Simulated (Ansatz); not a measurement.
# HfBr3Cl: small, medium and large basis sets

An exercise on one series of results from a longer session: the logs are not shown, and one member is left open.

Computed with Ansatz 0.2.0, Gaussian basis. Level: one geometry, several basis sets.

Plan: PBE0-D4/def2-SVP; ωB97M-V/def2-SVP; PBE0-D4/def2-QZVPP; ωB97M-V/def2-QZVPP; the functionals' def2-TZVPP values are taken from earlier runs.

## The relaxed structure

All runs share one geometry, relaxed beforehand with PBE0-D4 in a triple-zeta def2 set. Hf takes the def2 core potential; no spin-orbit term is included.

SMILES `[Cl][Hf]([Br])([Br])[Br]`, 5 atoms, charge 0, spin multiplicity 1.

Atoms are counted from 1 here; the program's logs count them from 0.

Bond lengths: Cl1–Hf2 2.313 Å, Hf2–Br3 2.470 Å, Hf2–Br4 2.470 Å, Hf2–Br5 2.470 Å. Angles: Cl1–Hf2–Br3 109.3°, Cl1–Hf2–Br4 109.3°, Cl1–Hf2–Br5 109.4°, Br3–Hf2–Br4 109.6°, Br3–Hf2–Br5 109.6°, Br4–Hf2–Br5 109.6°.

The first run:

in.yaml

```yaml
crystal:
  periodic: [false, false, false]
  atoms:
    - {symbol: Cl, position_ang: [-0.685381, -0.259349, 2.214059]}
    - {symbol: Hf, position_ang: [0.001497, -0.017639, 0.018537]}
    - {symbol: Br, position_ang: [2.099322, -1.275287, -0.325569]}
    - {symbol: Br, position_ang: [-1.748181, -0.896670, -1.487208]}
    - {symbol: Br, position_ang: [0.382744, 2.375244, -0.461219]}
basis:
  gaussian: {orbitals: def2-SVP}
hamiltonian: {xc: pbe0, dispersion: d4}
output: {orbitals: {seedname: orbitals}}
```

The run is started by

```sh
ansatz run in.yaml --threads 4 --pin off --events-out ev --progress --plain --max-ram 11315MiB
```

Among the steps run: PBE0-D4 in def2-SVP; ωB97M-V in def2-SVP; PBE0-D4 in def2-QZVPP; ωB97M-V in def2-QZVPP.

One of the session's tables, all rows but one given; the rest of the session is left out.

It belongs to the step «Functionals by basis». 

| functional | basis | HOMO (eV) | LUMO (eV) |
| --- | --- | --- | --- |
| PBE0-D4 | def2-SVP | -8.93 | -2.37 |
| PBE0-D4 | def2-TZVPP | -8.91 | -2.32 |
| PBE0-D4 | def2-QZVPP | -8.91 | -2.33 |
| ωB97M-V | def2-SVP | -11.04 | -0.31 |
| ωB97M-V | def2-TZVPP | ? | ? |
| ωB97M-V | def2-QZVPP | -11.04 | -0.31 |

**Question.** Estimate the row for ωB97M-V, def2-TZVPP.

The run gave: HOMO (eV): -11.04; LUMO (eV): -0.29.
